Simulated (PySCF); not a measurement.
**CH₄OSSi: electronic excitations and core binding energies**

Aim: predict the electronic excitations and core binding energies of CH₄OSSi (`O=C[SiH2]S`).

Programs: PySCF 2.14.0, with density-fitted response routines of our own. Each step states its level of theory. These are calculated values for one molecule in the gas phase, unless marked as measured. Atoms are numbered from 0 throughout.

## Step 1: The starting structure

8 atoms, charge 0, multiplicity 1; geometry from: GFN2-xTB.

Bonds of the start (Å): O0–C1 1.20, C1–Si2 1.92, Si2–S3 2.13, C1–H4 1.11, Si2–H5 1.46, Si2–H6 1.46, S3–H7 1.33.

## Step 2: Excited states and response: B3LYP/def2-SVPD

Job settings and geometry (Å):

```
{"job": {"kind": "uv", "xc": "B3LYP", "basis": "def2-SVPD", "nstates": 8, "ntriplets": 3}, "charge": 0, "multiplicity": 1}
O      0.771440    -1.717311     0.010730
C      1.060131    -0.554854    -0.114467
Si    -0.242770     0.855977    -0.029394
S     -2.061120    -0.195833     0.303869
H      2.116462    -0.269882    -0.285587
H     -0.252255     1.554491    -1.307204
H      0.087925     1.724357     1.091822
H     -1.470756    -1.387533     0.305666
```

Level: TDDFT B3LYP/def2-SVPD, vertical, gas phase, core orbitals frozen in the response.

The run is started by

```console
> OMP_NUM_THREADS=1 python probes_run.py task.json out
```

The driver reads the jobs from task.json and runs them one after another.

Standard output:

```text
coarse grid: 7904 points
cycle   1  E = -802.9590093700  dE =  3.737e-01  |g| = 7.198e-01  |ddm| = 3.299e+00
cycle   2  E = -802.3898431560  dE =  5.692e-01  |g| = 1.788e+00  |ddm| = 2.101e+00
cycle   3  E = -803.0685611179  dE = -6.787e-01  |g| = 8.862e-02  |ddm| = 1.637e+00
cycle   4  E = -803.0699713717  dE = -1.410e-03  |g| = 6.007e-02  |ddm| = 2.200e-01
cycle   5  E = -803.0710047446  dE = -1.033e-03  |g| = 9.016e-03  |ddm| = 9.469e-02
cycle   6  E = -803.0710263007  dE = -2.156e-05  |g| = 2.976e-03  |ddm| = 1.316e-02
cycle   7  E = -803.0710286069  dE = -2.306e-06  |g| = 6.846e-04  |ddm| = 4.055e-03
final grid: 67576 points
cycle   8  E = -803.1673778964  dE = -9.676e-06  |g| = 3.295e-03  |ddm| = 3.031e-02
cycle   9  E = -803.1673698864  dE =  8.010e-06  |g| = 7.159e-03  |ddm| = 7.859e-03
cycle  10  E = -803.1673801082  dE = -1.022e-05  |g| = 5.966e-04  |ddm| = 5.058e-03
cycle  11  E = -803.1673801935  dE = -8.531e-08  |g| = 8.194e-05  |ddm| = 7.567e-04
cycle  12  E = -803.1673801957  dE = -2.185e-09  |g| = 2.200e-05  |ddm| = 1.636e-04
cycle  13  E = -803.1673801959  dE = -1.751e-10  |g| = 6.521e-06  |ddm| = 4.655e-05
converged SCF energy = -803.1673801959

Static polarisability (au): isotropic 63.714, principal 51.172 66.052 73.917

Singlet excitations
state   eV       nm        f      main configurations
  1   3.3714    367.8   0.00035   H-1->L 0.99
  2   4.1570    298.3   0.00228   H->L 1.00
  3   5.6701    218.7   0.01686   H->L+1 0.99
  4   5.8850    210.7   0.01967   H-1->L+1 0.95
  5   5.9920    206.9   0.00023   H-2->L 0.99
  6   6.1076    203.0   0.00925   H->L+2 0.86, H->L+3 0.12
  7   6.3785    194.4   0.04372   H-1->L+2 0.92
  8   6.5579    189.1   0.00460   H->L+3 0.83, H->L+2 0.13

Triplet excitations (Tamm-Dancoff, eV): 2.7028 4.0971 5.3211
```

Run time: 10 s. Hardware: 1 thread of Arm Neoverse V1, shared host; peak memory 0.51 GiB.

The orbitals next to the gap, with their largest atomic shares:

```csv
orbital,eV,atoms
HOMO−3,-10.48,"Si2 35 %, H5 20 %, H6 20 %"
HOMO−2,-9.25,"S3 67 %, Si2 15 %, H7 5 %"
HOMO−1,-7.38,"O0 50 %, C1 21 %, Si2 12 %"
HOMO,-7.28,"S3 77 %, Si2 11 %, H7 7 %"
LUMO,-2.25,"C1 42 %, O0 35 %, Si2 11 %"
LUMO+1,-0.59,"Si2 35 %, S3 23 %, H5 11 %"
LUMO+2,-0.05,"Si2 34 %, S3 24 %, C1 14 %"
```

With each of the 8 states as a Gaussian band of 0.4 eV half-width at 1/e, the curve within the window shown has maxima at 299 nm (ε 93), 198 nm (ε 2,500) L/(mol cm). Beyond the last state computed it falls off for lack of states. The curve at chosen wavelengths:

| nm | ε (L/mol/cm) |
| --- | --- |
| 181 | 540 |
| 192 | 2149 |
| 202 | 2390 |
| 213 | 1872 |
| 224 | 1068 |
| 234 | 399 |
| 245 | 82 |
| 255 | 17 |
| 266 | 20 |
| 277 | 48 |
| 287 | 78 |
| 298 | 93 |
| 309 | 82 |
| 319 | 62 |
| 330 | 40 |
| 341 | 26 |
| 351 | 20 |
| 362 | 17 |
| 373 | 15 |
| 383 | 13 |
| 394 | 11 |
| 404 | 8 |
| 415 | 6 |
| 426 | 4 |
| 436 | 3 |
| 447 | 2 |

Leading natural transition orbitals of singlet state 7: the hole lies on O0 52 %; H4 15 %; C1 13 %; the particle on H5, H6 about 20 % each; H4 15 %; Si2 14 %.

Leading natural transition orbitals of singlet state 1: the hole lies on O0 57 %; H4 15 %; C1 11 %; the particle on C1 46 %; O0 33 %; H4 10 %.

Further results of this job:

```csv
property,computed
dipole moment (D),2.56
polarisability (Å³),9.44
HOMO–LUMO gap (eV),5.03
−ε(HOMO) (eV),7.28
```

Orbitals, density, ELF and potential are computed afterwards from the orbital file.

Frontier orbitals at B3LYP/def2-SVPD, with the share of their density that lies nearest to each atom:

```csv
orbital,energy (eV),lies on
HOMO,-7.28,S3 78 %; H7 10 %
LUMO,-2.25,C1 43 %; O0 31 %; H4 11 %
```

ELF in a plane through or near 6 of the atoms.

Ten even steps from '0' (0.00) to '9' (1.00):
```
0000000000000000000000000000
0000000000000000000000000000
0000000000000000000000000000
0000000012221000121000000000
0000000355654201887200000000
0000003789888605999644331000
0000002687428605999677763100
0000000257676202783318985200
0000000234354211541357985200
0000479993948844885028874200
0000899998579702288766542000
0000799997577186326432210000
0000379982123056012100000000
0000012310001211221000000000
0000000000001234321000000000
0000000000000011100000000000
0000000000000000000000000000
0000000000000000000000000000
0000000000000000000000000000
0000000000000000000000000000
```
The map spans 9.5 Å across and 8.6 Å up, centred on the molecule. Atoms in the plane (x, y in Å): O0 (-1.2, 1.5), C1 (-1.2, 0.3), Si2 (0.4, -0.8), S3 (2.0, 0.7), H4 (-2.1, -0.3), H7 (1.1, 1.7).

log10 of the density (e/Å³) in the same plane.

Values, 10 rows by 14 columns:
```
-4.0 -4.0 -4.0 -3.9 -3.9 -4.0 -4.0 -4.0 -4.0 -4.0 -4.0 -4.0 -4.0 -4.0
-4.0 -4.0 -4.0 -3.5 -2.9 -2.6 -2.8 -3.0 -2.9 -2.9 -3.2 -3.6 -4.0 -4.0
-4.0 -4.0 -3.2 -2.3 -1.3 -0.8 -1.2 -1.7 -1.2 -1.3 -1.7 -2.2 -2.9 -3.6
-4.0 -3.8 -2.7 -1.5 -0.1  1.7  0.2 -0.9  0.1  0.1 -0.2 -0.8 -1.8 -3.0
-4.0 -3.4 -2.3 -1.4 -0.3  0.4 -0.1 -0.8 -0.3  0.5  1.4 -0.3 -1.5 -2.8
-4.0 -3.0 -1.7 -0.6  0.3  0.2  0.0 -0.1 -0.2 -0.1 -0.3 -1.0 -1.9 -3.1
-4.0 -3.3 -2.2 -1.4 -1.0 -1.1 -0.6  0.9 -0.1 -0.8 -1.5 -2.1 -2.9 -3.9
-4.0 -4.0 -3.3 -2.8 -2.6 -2.1 -1.4 -0.8 -0.9 -1.5 -2.3 -3.2 -4.0 -4.0
-4.0 -4.0 -4.0 -4.0 -3.9 -3.1 -2.5 -2.2 -2.2 -2.5 -3.2 -4.0 -4.0 -4.0
-4.0 -4.0 -4.0 -4.0 -4.0 -4.0 -3.7 -3.4 -3.5 -3.8 -4.0 -4.0 -4.0 -4.0
```
The map spans 9.5 Å across and 8.6 Å up, centred on the molecule. Atoms in the plane (x, y in Å): O0 (-1.2, 1.5), C1 (-1.2, 0.3), Si2 (0.4, -0.8), S3 (2.0, 0.7), H4 (-2.1, -0.3), H7 (1.1, 1.7).

On the surface of density 0.002 e/bohr³ the electrostatic potential runs, from the 1st to the 99th percentile, from -1.15 V near O0 to 1.85 V near H4.

## Step 3: Core-electron binding energies: SCAN, X2C

Settings changed since step 2:

```diff
@@ -1,2 +1,2 @@
-{"job": {"kind": "uv", "xc": "B3LYP", "basis": "def2-SVPD", "nstates": 8, "ntriplets": 3}, "charge": 0, "multiplicity": 1}
+{"job": {"kind": "xps"}, "charge": 0, "multiplicity": 1}
 O      0.771440    -1.717311     0.010730
```

Method: delta-SCF UKS SCAN, pcX-2 on the ionised atom, pcseg-1 elsewhere, spin-free X2C.

Standard output:

```text
ground state, core basis on atom 0 (O), 115 functions
  cycle   1  E = -804.85148640  |g| = 7.76e-01
  cycle   2  E = -803.95381303  |g| = 2.16e+00
  cycle   3  E = -804.96205780  |g| = 1.68e-01
  cycle   4  E = -804.96691572  |g| = 9.76e-02
  cycle   5  E = -804.96983512  |g| = 1.68e-02
  cycle   6  E = -804.96990844  |g| = 8.64e-03
  cycle   7  E = -804.96993120  |g| = 2.08e-03
  cycle   8  E = -804.96993042  |g| = 3.19e-04
  E(ground) = -805.01806995 Eh
hole in O 1s of atom 0
  cycle   1  E = -784.33084060  |g| = 2.22e+00
  cycle   2  E = -782.78606364  |g| = 2.44e+00
  cycle   3  E = -784.56138295  |g| = 9.26e-01
  cycle   4  E = -784.06566329  |g| = 9.80e-01
  cycle   5  E = -785.05270264  |g| = 3.80e-01
  cycle   6  E = -785.15025395  |g| = 1.38e-01
  cycle   7  E = -785.16124876  |g| = 6.59e-02
  cycle   8  E = -784.27824687  |g| = 8.01e-01
  cycle   9  E = -784.26936091  |g| = 8.02e-01
  cycle  10  E = -784.26607684  |g| = 8.04e-01
  cycle  11  E = -784.26746282  |g| = 8.03e-01
  cycle  12  E = -784.26670293  |g| = 8.03e-01
  cycle  13  E = -784.26672755  |g| = 8.03e-01
  cycle  14  E = -784.26346994  |g| = 8.05e-01
  cycle  15  E = -784.26042915  |g| = 8.06e-01
  cycle  16  E = -785.16363682  |g| = 4.15e-02
  cycle  17  E = -785.00977882  |g| = 3.88e-01
  cycle  18  E = -785.07729931  |g| = 3.12e-01
  cycle  19  E = -785.16290310  |g| = 5.06e-02
  cycle  20  E = -785.02079560  |g| = 3.69e-01
  cycle  21  E = -785.01728917  |g| = 3.74e-01
  cycle  22  E = -785.01566027  |g| = 3.77e-01
  cycle  23  E = -785.01403643  |g| = 3.79e-01
  cycle  24  E = -785.01356031  |g| = 3.80e-01
  cycle  25  E = -785.01331631  |g| = 3.80e-01
  cycle  26  E = -785.01156021  |g| = 3.83e-01
  cycle  27  E = -785.02127027  |g| = 3.63e-01
  cycle  28  E = -785.02395245  |g| = 3.58e-01
  cycle  29  E = -785.02303639  |g| = 3.60e-01
  cycle  30  E = -785.01712816  |g| = 4.38e-01
  cycle  31  E = -785.10900973  |g| = 2.66e-01
  cycle  32  E = -785.15379186  |g| = 1.18e-01
  cycle  33  E = -785.02646032  |g| = 3.58e-01
  cycle  34  E = -785.01934162  |g| = 3.70e-01
  cycle  35  E = -785.03135768  |g| = 3.51e-01
  cycle  36  E = -785.02824670  |g| = 3.55e-01
  cycle  37  E = -785.02919474  |g| = 3.53e-01
  cycle  38  E = -785.02146202  |g| = 3.65e-01
  cycle  39  E = -785.01081001  |g| = 3.84e-01
  cycle  40  E = -784.26024381  |g| = 8.07e-01
  cycle  41  E = -785.00290966  |g| = 3.97e-01
  cycle  42  E = -785.15287467  |g| = 1.22e-01
  cycle  43  E = -785.15250172  |g| = 1.24e-01
  cycle  44  E = -785.15287205  |g| = 1.22e-01
  cycle  45  E = -785.15619656  |g| = 1.04e-01
  cycle  46  E = -785.01500359  |g| = 3.75e-01
  cycle  47  E = -785.01467474  |g| = 3.76e-01
  cycle  48  E = -785.01544171  |g| = 3.75e-01
  cycle  49  E = -785.01244323  |g| = 3.81e-01
  cycle  50  E = -785.00994407  |g| = 3.84e-01
hole again with damping 0.5
  cycle   1  E = -784.33084060  |g| = 2.22e+00
  cycle   2  E = -782.78606364  |g| = 2.44e+00
  cycle   3  E = -784.37067831  |g| = 1.09e+00
  cycle   4  E = -783.98895723  |g| = 1.04e+00
  cycle   5  E = -784.31244157  |g| = 1.08e+00
  cycle   6  E = -776.94334772  |g| = 3.16e+00
  cycle   7  E = -785.15303918  |g| = 1.80e-01
  cycle   8  E = -784.24355726  |g| = 8.44e-01
  cycle   9  E = -785.15256589  |g| = 1.43e-01
  cycle  10  E = -784.98218431  |g| = 4.22e-01
  cycle  11  E = -785.01814879  |g| = 3.70e-01
  cycle  12  E = -785.02299893  |g| = 3.61e-01
  cycle  13  E = -785.16120782  |g| = 7.43e-02
  cycle  14  E = -785.04364641  |g| = 3.28e-01
  cycle  15  E = -785.06353128  |g| = 3.06e-01
  cycle  16  E = -785.16483467  |g| = 4.36e-02
  cycle  17  E = -785.06888359  |g| = 3.08e-01
  cycle  18  E = -785.04390874  |g| = 3.36e-01
  cycle  19  E = -785.04118776  |g| = 3.40e-01
  cycle  20  E = -785.05534614  |g| = 3.24e-01
  cycle  21  E = -785.06883747  |g| = 3.08e-01
  cycle  22  E = -785.08847015  |g| = 2.80e-01
  cycle  23  E = -785.13634520  |g| = 1.79e-01
  cycle  24  E = -785.13681198  |g| = 1.77e-01
  cycle  25  E = -785.16514432  |g| = 4.14e-02
  cycle  26  E = -785.16264569  |g| = 6.29e-02
  cycle  27  E = -785.16261059  |g| = 6.59e-02
  cycle  28  E = -785.16670804  |g| = 6.73e-03
  cycle  29  E = -785.16667971  |g| = 8.85e-03
  cycle  30  E = -785.16671231  |g| = 6.72e-03
  cycle  31  E = -785.16666553  |g| = 1.01e-02
  cycle  32  E = -785.16669967  |g| = 5.95e-03
  cycle  33  E = -785.16445432  |g| = 4.81e-02
  cycle  34  E = -785.16671345  |g| = 6.60e-03
  cycle  35  E = -785.16671838  |g| = 5.94e-03
  cycle  36  E = -785.16667319  |g| = 9.02e-03
  cycle  37  E = -785.16675056  |g| = 1.68e-03
  cycle  38  E = -785.16669509  |g| = 7.87e-03
  cycle  39  E = -785.16673722  |g| = 4.12e-03
  cycle  40  E = -785.16675083  |g| = 1.70e-03
  cycle  41  E = -785.16675320  |g| = 5.26e-04
  cycle  42  E = -785.16675418  |g| = 1.95e-04
  E(ion) = -785.21625620 Eh   <S^2> = 0.9855   hole on atom = 1.000   binding energy = 538.835 eV
ground state, core basis on atom 1 (C), 115 functions
  cycle   1  E = -804.94572608  |g| = 8.06e-02
  cycle   2  E = -804.94178541  |g| = 1.52e-01
  cycle   3  E = -804.94615449  |g| = 3.34e-02
  cycle   4  E = -804.94637143  |g| = 7.37e-03
  cycle   5  E = -804.94638400  |g| = 9.24e-04
  cycle   6  E = -804.94638505  |g| = 2.37e-04
  E(ground) = -804.99645737 Eh
hole in C 1s of atom 1
  cycle   1  E = -793.59544027  |g| = 1.49e+00
  cycle   2  E = -791.24815948  |g| = 2.35e+00
  cycle   3  E = -793.60022573  |g| = 9.52e-01
  cycle   4  E = -793.43867113  |g| = 9.80e-01
  cycle   5  E = -794.08006065  |g| = 3.36e-01
  cycle   6  E = -794.15615474  |g| = 1.18e-01
  cycle   7  E = -794.14268861  |g| = 1.68e-01
  cycle   8  E = -794.16507371  |g| = 1.56e-02
  cycle   9  E = -794.15764212  |g| = 1.00e-01
  cycle  10  E = -794.16436357  |g| = 3.49e-02
  cycle  11  E = -794.16222147  |g| = 6.00e-02
  cycle  12  E = -794.16523300  |g| = 1.42e-02
  cycle  13  E = -794.16523996  |g| = 1.51e-02
  cycle  14  E = -794.16529452  |g| = 1.28e-02
  cycle  15  E = -794.16528363  |g| = 1.33e-02
  cycle  16  E = -794.16539680  |g| = 6.11e-03
  cycle  17  E = -794.16541625  |g| = 3.49e-03
  cycle  18  E = -794.16542642  |g| = 6.35e-04
  cycle  19  E = -794.16542659  |g| = 1.22e-04
  E(ion) = -794.21453909 Eh   <S^2> = 1.0775   hole on atom = 1.000   binding energy = 293.391 eV
ground state, core basis on atom 2 (Si), 126 functions
  cycle   1  E = -805.03657345  |g| = 2.87e-01
  cycle   2  E = -805.03611852  |g| = 6.33e-02
  cycle   3  E = -805.03289384  |g| = 1.38e-01
  cycle   4  E = -805.03676868  |g| = 1.78e-02
  cycle   5  E = -805.03681857  |g| = 3.16e-03
  cycle   6  E = -805.03682574  |g| = 4.49e-04
  E(ground) = -805.04530694 Eh
hole in Si 1s of atom 2
  cycle   1  E = -736.07941617  |g| = 4.35e+00
  cycle   2  E = -735.44954253  |g| = 2.49e+00
  cycle   3  E = -735.78270459  |g| = 1.53e+00
  cycle   4  E = -736.93890196  |g| = 7.08e-01
  cycle   5  E = -737.06143952  |g| = 4.01e-01
  cycle   6  E = -737.13839295  |g| = 8.14e-02
  cycle   7  E = -737.14269169  |g| = 2.17e-02
  cycle   8  E = -737.14299996  |g| = 7.90e-03
  cycle   9  E = -737.14303607  |g| = 2.33e-03
  cycle  10  E = -737.14303889  |g| = 7.56e-04
  cycle  11  E = -737.14303935  |g| = 2.74e-04
  E(ion) = -737.16050336 Eh   <S^2> = 0.7528   hole on atom = 1.000   binding energy = 1847.240 eV
hole in Si 2p of atom 2
  cycle   1  E = -800.73658708  |g| = 1.24e+00
  cycle   2  E = -800.05964061  |g| = 1.53e+00
  cycle   3  E = -800.75588839  |g| = 7.95e-01
  cycle   4  E = -801.03460432  |g| = 2.72e-01
  cycle   5  E = -801.05387806  |g| = 1.31e-01
  cycle   6  E = -801.06436156  |g| = 2.21e-02
  cycle   7  E = -801.06465152  |g| = 7.28e-03
  cycle   8  E = -801.06468349  |g| = 3.09e-03
  cycle   9  E = -801.06469017  |g| = 8.24e-04
  cycle  10  E = -801.06469005  |g| = 3.15e-04
  E(ion) = -801.08566776 Eh   <S^2> = 0.7532   hole on atom = 1.002   binding energy = 107.747 eV
  2p3/2 = 107.509 eV   2p1/2 = 108.133 eV
ground state, core basis on atom 3 (S), 126 functions
  cycle   1  E = -805.08736688  |g| = 4.05e-01
  cycle   2  E = -805.08733294  |g| = 4.05e-02
  cycle   3  E = -805.08702997  |g| = 5.01e-02
  cycle   4  E = -805.08781605  |g| = 5.61e-03
  cycle   5  E = -805.08781934  |g| = 2.30e-03
  cycle   6  E = -805.08782198  |g| = 1.07e-03
  cycle   7  E = -805.08782234  |g| = 1.01e-04
  E(ground) = -805.12402941 Eh
hole in S 1s of atom 3
  cycle   1  E = -712.85468072  |g| = 5.08e+00
  cycle   2  E = -712.03642486  |g| = 2.47e+00
  cycle   3  E = -708.77335705  |g| = 2.50e+00
  cycle   4  E = -713.99935047  |g| = 3.74e-01
  cycle   5  E = -713.86155932  |g| = 6.97e-01
  cycle   6  E = -714.05990389  |g| = 1.12e-01
  cycle   7  E = -714.06534381  |g| = 3.02e-02
  cycle   8  E = -714.06583132  |g| = 6.78e-03
  cycle   9  E = -714.06585109  |g| = 2.90e-03
  cycle  10  E = -714.06585507  |g| = 6.47e-04
  cycle  11  E = -714.06585508  |g| = 9.54e-05
  E(ion) = -714.09358945 Eh   <S^2> = 0.7513   hole on atom = 1.000   binding energy = 2477.064 eV
hole in S 2p of atom 3
  cycle   1  E = -798.41261371  |g| = 1.52e+00
  cycle   2  E = -797.39893213  |g| = 1.67e+00
  cycle   3  E = -798.45489848  |g| = 8.66e-01
  cycle   4  E = -798.81152841  |g| = 2.67e-01
  cycle   5  E = -798.82000965  |g| = 2.54e-01
  cycle   6  E = -798.84875326  |g| = 4.54e-02
  cycle   7  E = -798.84987872  |g| = 1.19e-02
  cycle   8  E = -798.84995560  |g| = 3.33e-03
  cycle   9  E = -798.84996027  |g| = 1.51e-03
  cycle  10  E = -798.84996167  |g| = 3.38e-04
  E(ion) = -798.89305056 Eh   <S^2> = 0.7530   hole on atom = 1.001   binding energy = 169.554 eV
  2p3/2 = 169.288 eV   2p1/2 = 170.530 eV
```

Run time: 33 s. Hardware: 1 thread of Arm Neoverse V1, shared host; peak memory 0.4 GiB.

Binding energies by hole, beside the orbital energy of the ground state; the difference holds orbital relaxation and, for a density functional, its self-interaction error:

```csv
hole,stands for,environment,ΔSCF (eV; 2p as the shell's mean),−ε (eV),⟨S²⟩
O1s on O0,O0,carbonyl oxygen,538.83 (doubtful),517.6,0.986
C1s on C1,C1,carbonyl carbon,293.39 (doubtful),276.5,1.078
Si1s on Si2,Si2,"silicon bonded to C, S, 2 H",1847.24,1794.2,0.753
Si2p on Si2,Si2,"silicon bonded to C, S, 2 H",107.72,97.1,0.753
S1s on S3,S3,"sulfur bonded to Si, H",2477.06,2414.8,0.751
S2p on S3,S3,"sulfur bonded to Si, H",169.70,158.0,0.753
```

Doubtful: the ion did not converge, its hole moved, or its ⟨S²⟩ is well above 0.75.

With the spin-orbit splitting: Si2 2p3/2 107.51, 2p1/2 108.13 eV; S3 2p3/2 169.29, 2p1/2 170.53 eV. The table gives each 2p level as the mean over the whole 2p shell (two parts 2p3/2, one part 2p1/2), which differs a little from the single hole in the log.

## Step 4: Results

| quantity | value |
| --- | --- |
| lowest singlet (B3LYP/def2-SVPD) | 3.37 eV (368 nm), f = 0.000 |
| brightest single state of those computed | state 7, 6.38 eV, f = 0.044 |
| lowest triplet | 2.70 eV |
| surface potential, 1st and 99th percentile | -1.15 V and 1.85 V |
| Si1s binding energies, SCAN/pcX-2 | Si2 1847.24 eV |
| Si2p binding energies, SCAN/pcX-2 | Si2 107.72 eV |
| S1s binding energies, SCAN/pcX-2 | S3 2477.06 eV |
| S2p binding energies, SCAN/pcX-2 | S3 169.70 eV |

In words: The lowest singlet, at 3.37 eV, is HOMO−1→LUMO 0.99 and is dark; of the 8 states computed, the strongest absorption comes from state 7 at 6.38 eV. The lowest triplet lies 0.67 eV below the lowest singlet (triplets in Tamm-Dancoff, singlets in full TDDFT). By nearest atom (B3LYP/def2-SVPD), the HOMO sits on S3 78 %; H7 10 % and the LUMO on C1 43 %; O0 31 %.
